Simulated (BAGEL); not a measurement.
# GaPH4S (SMILES S[PH][GaH2]): PBE0/6-31G(d) (density fitting with qzvpp-jkfit, spherical functions)

Aim: the energy change on altering one bond length of GaPH4S at PBE0/6-31G* (density fitting with qzvpp-jkfit, spherical functions), from 2 runs. 

The results are computed with BAGEL 1.2.2.

24 further runs of the same task are left out: 2 that didn't finish, 22 set aside as unsound or not needed.

### Step 1. The system as given

GaPH4S: 7 atoms, total charge 0, spin state singlet. SMILES: `S[PH][GaH2]`. The shape comes from GFN2-xTB, which is rough for such elements, and wasn't checked as a minimum. This is one conformer, not always the lowest.

Bond lengths: S1–P2 2.136 Å, P2–Ga3 2.356 Å, S1–H4 1.332 Å, P2–H5 1.406 Å, Ga3–H6 1.582 Å, Ga3–H7 1.586 Å. Angles: S1–P2–Ga3 83.5°, S1–P2–H5 95.5°, Ga3–P2–H5 94.7°, P2–S1–H4 96.7°, P2–Ga3–H6 122.3°, P2–Ga3–H7 125.3°, H6–Ga3–H7 111.9°.

### Step 2. A single-point energy at PBE0/6-31G(d) (density fitting with qzvpp-jkfit, spherical functions)

dft.json reads:

```json
{ "bagel": [

{
  "title": "molecule",
  "basis": "6-31gs.json",
  "df_basis": "qzvpp-jkfit",
  "angstrom": "true",
  "geometry": [
    { "atom": "S", "xyz": [   -1.317890,   -1.108650,   -0.053080 ] },
    { "atom": "P", "xyz": [   -0.723770,    0.819160,   -0.756430 ] },
    { "atom": "Ga", "xyz": [    1.161970,    0.436840,    0.603440 ] },
    { "atom": "H", "xyz": [   -2.630020,   -0.928090,   -0.192580 ] },
    { "atom": "H", "xyz": [   -0.113180,    0.350390,   -1.933390 ] },
    { "atom": "H", "xyz": [    1.228830,    0.917720,    2.108650 ] },
    { "atom": "H", "xyz": [    2.394060,   -0.487380,    0.223390 ] }
  ]
},
{ "title": "ks", "xc_func": "pbe0" },
{ "title": "print", "file": "orbitals.molden", "orbitals": "true" }

]}
```

The basis set 6-31G* is read from a file made from the Basis Set Exchange's data (not shown).

Launch:

```console
$ BAGEL_NUM_THREADS=1 BAGEL dft.json > dft.out
```

Output:

```text
* using 1 threads per process

  ===============================================================
  ===============================================================

  *** Geometry ***

  { "atom" : "S", "xyz" : [     -2.490451,     -2.095045,     -0.100307 ] },
  { "atom" : "P", "xyz" : [     -1.367727,      1.547988,     -1.429446 ] },
  { "atom" : "Ga", "xyz" : [      2.195805,      0.825508,      1.140336 ] },
  { "atom" : "H", "xyz" : [     -4.970018,     -1.753836,     -0.363923 ] },
  { "atom" : "H", "xyz" : [     -0.213879,      0.662141,     -3.653578 ] },
  { "atom" : "H", "xyz" : [      2.322152,      1.734239,      3.984771 ] },
  { "atom" : "H", "xyz" : [      4.524118,     -0.921015,      0.422146 ] },

  Number of auxiliary basis functions:      594

  Since a DF basis is specified, we compute 2- and 3-index integrals:
    o Being stored without compression. Storage requirement is 0.027 GB

  Number of basis functions:       76
  Number of electrons      :       66

    * METHOD: MOLECULE                             0.41

  *** Kohn-Sham DFT ***

    * Removing 11788 points whose weight is below 1.00e-10
    * Grid points: 92554

  === Nuclear Repulsion ===
   309.9875832626

       - DIIS with orbital gradients will be used.

  === KS iteration (pbe0 / 6-31gs.json) ===
      0      -2596.51587945          0.11513903           0.44
      1      -2369.17837974          0.17055160           0.42
      2      -2389.14466607          0.10622235           0.42
      3      -2544.78255258          0.13527821           0.42
      4      -2653.64421167          0.09804950           0.43
      5      -2571.50125058          0.16491268           0.43
      6      -2570.01922779          0.16449665           0.42
      7      -2555.72430374          0.16892274           0.42
      8      -2623.52992537          0.13438913           0.42
      9      -2646.36323204          0.09505427           0.41
     10      -2659.27341718          0.09039548           0.41
     11      -2665.06041171          0.04162483           0.40
     12      -2665.84492372          0.01451761           0.41
     13      -2665.87628176          0.00993989           0.40
     14      -2665.94288469          0.00205259           0.41
     15      -2665.94631424          0.00059493           0.41
     16      -2665.94655127          0.00022107           0.41
     17      -2665.94658020          0.00003944           0.40
     18      -2665.94658100          0.00002656           0.41
     19      -2665.94658139          0.00000386           0.41
     20      -2665.94658140          0.00000100           0.42
     21      -2665.94658140          0.00000088           0.42
     22      -2665.94658140          0.00000032           0.41
     23      -2665.94658140          0.00000008           0.41
     24      -2665.94658140          0.00000003           0.42
     25      -2665.94658140          0.00000003           0.41
     26      -2665.94658140          0.00000000           0.41
    * SCF iteration converged.

    * Permanent dipole moment:
           (    0.074959,    -0.288991,     0.322617) a.u.

    * METHOD: KS                                  11.57

    * METHOD: PRINT                                0.01

  ===============================================================
```

Wall time 12 s (1 thread of Arm Neoverse V2, shared host); peak memory 0.4 GiB.

### Step 3. The distorted shape, same level

input.json reads:

```json
{ "bagel" : [

{
  "title" : "molecule",
  "basis" : "6-31gs.json",
  "df_basis" : "qzvpp-jkfit",
  "angstrom" : "true",
  "geometry" : [
    { "atom" : "S", "xyz" : [   -2.303546,   -0.369286,    0.250955 ] },
    { "atom" : "P", "xyz" : [   -1.709426,    1.558524,   -0.452395 ] },
    { "atom" : "Ga", "xyz" : [    0.176314,    1.176204,    0.907475 ] },
    { "atom" : "H", "xyz" : [   -3.615676,   -0.188726,    0.111455 ] },
    { "atom" : "H", "xyz" : [   -1.098836,    1.089754,   -1.629355 ] },
    { "atom" : "H", "xyz" : [    0.243174,    1.657084,    2.412685 ] },
    { "atom" : "H", "xyz" : [    2.394060,   -0.487380,    0.223390 ] }
  ]
},
{
  "title" : "ks",
  "xc_func" : "pbe0"
},
{
  "title" : "print",
  "file" : "orbitals.molden",
  "orbitals" : "true"
}

]}
```

The basis set 6-31G* is read from a file made from the Basis Set Exchange's data (not shown).

Launch:

```console
$ BAGEL_NUM_THREADS=1 BAGEL input.json > input.out
```

Output:

```text
* using 1 threads per process

  ===============================================================
  ===============================================================

  *** Geometry ***

  { "atom" : "S", "xyz" : [     -4.353071,     -0.697849,      0.474236 ] },
  { "atom" : "P", "xyz" : [     -3.230347,      2.945184,     -0.854903 ] },
  { "atom" : "Ga", "xyz" : [      0.333185,      2.222703,      1.714879 ] },
  { "atom" : "H", "xyz" : [     -6.832637,     -0.356640,      0.210619 ] },
  { "atom" : "H", "xyz" : [     -2.076499,      2.059337,     -3.079035 ] },
  { "atom" : "H", "xyz" : [      0.459532,      3.131435,      4.559314 ] },
  { "atom" : "H", "xyz" : [      4.524118,     -0.921015,      0.422146 ] },

  Number of auxiliary basis functions:      594

  Since a DF basis is specified, we compute 2- and 3-index integrals:
    o Being stored without compression. Storage requirement is 0.027 GB

  Number of basis functions:       76
  Number of electrons      :       66

    * METHOD: MOLECULE                             0.41

  *** Kohn-Sham DFT ***

    * Removing 11154 points whose weight is below 1.00e-10
    * Grid points: 93188

  === Nuclear Repulsion ===
   304.2995469184

       - DIIS with orbital gradients will be used.

  === KS iteration (pbe0 / 6-31gs.json) ===
      0      -2595.77077520          0.11396591           0.43
      1      -2371.85619400          0.16975087           0.41
      2      -2387.73978460          0.11191063           0.41
      3      -2547.49121078          0.13002640           0.41
      4      -2654.92522289          0.09806997           0.41
      5      -2658.73540218          0.05216871           0.41
      6      -2646.86569204          0.24355237           0.41
      7      -2604.63934194          0.13737658           0.41
      8      -2638.81626995          0.10460831           0.41
      9      -2659.97267626          0.06679534           0.41
     10      -2665.72496687          0.01388706           0.41
     11      -2665.70203581          0.01279732           0.41
     12      -2665.81474939          0.00552663           0.44
     13      -2665.82988103          0.00474502           0.43
     14      -2665.84223177          0.00058705           0.42
     15      -2665.84249090          0.00028589           0.42
     16      -2665.84256096          0.00010383           0.41
     17      -2665.84257047          0.00001183           0.42
     18      -2665.84257059          0.00000399           0.42
     19      -2665.84257060          0.00000243           0.42
     20      -2665.84257060          0.00000106           0.41
     21      -2665.84257060          0.00000020           0.42
     22      -2665.84257060          0.00000010           0.42
     23      -2665.84257060          0.00000004           0.42
     24      -2665.84257060          0.00000001           0.42
     25      -2665.84257060          0.00000000           0.42
    * SCF iteration converged.

    * Permanent dipole moment:
           (    1.015185,    -0.800425,     0.135223) a.u.

    * METHOD: KS                                  11.21

    * METHOD: PRINT                                0.01

  ===============================================================
```

It took 12 s on 1 thread of Arm Neoverse V2, shared host; peak memory 0.4 GiB.

### Step 4. Summary of results

At PBE0/6-31G* (density fitting with qzvpp-jkfit, spherical functions):

| quantity | value |
| --- | --- |
| first shape: total energy | -2665.94658 Eh |
| first shape: dipole moment | 1.12 D |
| first shape: HOMO energy | -7.33 eV |
| first shape: LUMO energy | -1.93 eV |
| first shape: HOMO–LUMO gap | 5.40 eV |
| distorted shape: total energy | -2665.84257 Eh |
| distorted shape: dipole moment | 3.30 D |
| distorted shape: HOMO energy | -6.27 eV |
| distorted shape: LUMO energy | -2.68 eV |
| distorted shape: HOMO–LUMO gap | 3.60 eV |
| energy change with the Ga3–H7 bond stretched from 1.586 to 2.856 Å | 2.830 eV |

In words: One bond (distorted shape) is far stretched, which a spin-restricted single reference describes badly; a broken-symmetry solution may lie lower. With the Ga3–H7 bond stretched from 1.586 to 2.856 Å the energy rises by 2.83 eV (273 kJ/mol). The first shape isn't relaxed at this level, so the change isn't measured from a minimum. A restricted reference can't describe the breaking bond well at this length.
